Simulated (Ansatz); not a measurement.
# C4H9LiO: the cost of one run

Computed with Ansatz 0.2.0, Gaussian basis. Level: the settings change from run to run.

**1. The relaxed structure**

An earlier PBE0-D4 in a triple-zeta def2 set relaxation fixed the geometry.

SMILES `[Li][O]C(C)(C)C`, 15 atoms, charge 0, spin multiplicity 1.

Atoms are counted from 1 here; the program's logs count them from 0.

Bond lengths: Li1–O2 1.582 Å, O2–C3 1.374 Å, C3–C4 1.532 Å, C3–C5 1.532 Å, C3–C6 1.532 Å, C4–H7 1.093 Å, C4–H8 1.094 Å, C4–H9 1.093 Å, C5–H10 1.093 Å, C5–H11 1.093 Å, C5–H12 1.094 Å, C6–H13 1.093 Å, C6–H14 1.094 Å, C6–H15 1.093 Å. Angles: Li1–O2–C3 180.0°, O2–C3–C4 109.8°, O2–C3–C5 109.8°, O2–C3–C6 109.8°, C4–C3–C5 109.2°, C4–C3–C6 109.1°, C5–C3–C6 109.2°, C3–C4–H7 109.7°, C3–C4–H8 112.3°, C3–C4–H9 109.7°, H7–C4–H8 108.5°, H7–C4–H9 108.2°, H8–C4–H9 108.5°, C3–C5–H10 109.7°, C3–C5–H11 109.7°, C3–C5–H12 112.3°, H10–C5–H11 108.2°, H10–C5–H12 108.5° and more.

**2. LC-wPBE/aug-pcseg-2**

Set apart from the defaults: multiplicity 3.

in.yaml reads:

```yaml
crystal:
  periodic: [false, false, false]
  atoms:
    - {symbol: Li, position_ang: [1.917414, -1.559223, 1.960733]}
    - {symbol: O, position_ang: [0.954982, -0.778211, 0.978267]}
    - {symbol: C, position_ang: [0.118535, -0.100465, 0.124375]}
    - {symbol: C, position_ang: [-1.308426, -0.639903, 0.259823]}
    - {symbol: C, position_ang: [0.590952, -0.286483, -1.320581]}
    - {symbol: C, position_ang: [0.125958, 1.392232, 0.467173]}
    - {symbol: H, position_ang: [-1.652313, -0.515868, 1.290254]}
    - {symbol: H, position_ang: [-2.010986, -0.127209, -0.404344]}
    - {symbol: H, position_ang: [-1.322487, -1.706970, 0.021900]}
    - {symbol: H, position_ang: [1.611849, 0.090639, -1.425704]}
    - {symbol: H, position_ang: [0.592958, -1.350310, -1.573046]}
    - {symbol: H, position_ang: [-0.048074, 0.238674, -2.037101]}
    - {symbol: H, position_ang: [1.142439, 1.785313, 0.379090]}
    - {symbol: H, position_ang: [-0.528285, 1.972462, -0.190742]}
    - {symbol: H, position_ang: [-0.206218, 1.534521, 1.499102]}
basis:
  gaussian: {orbitals: aug-pcseg-2}
magnetization: {spin_polarized: true, initial_magnetization: 2}
hamiltonian: {xc: {name: LC-wPBE}}
```

Launch:

```bash
$ ansatz run in.yaml --threads 4 --pin off --events-out ev --progress --plain --max-ram 10444MiB
```

**Question.** How long does this run take on 4 threads of AMD EPYC 7B13, shared host, and how much memory does it need?

About 5 min, with a peak of 3.8 GiB.
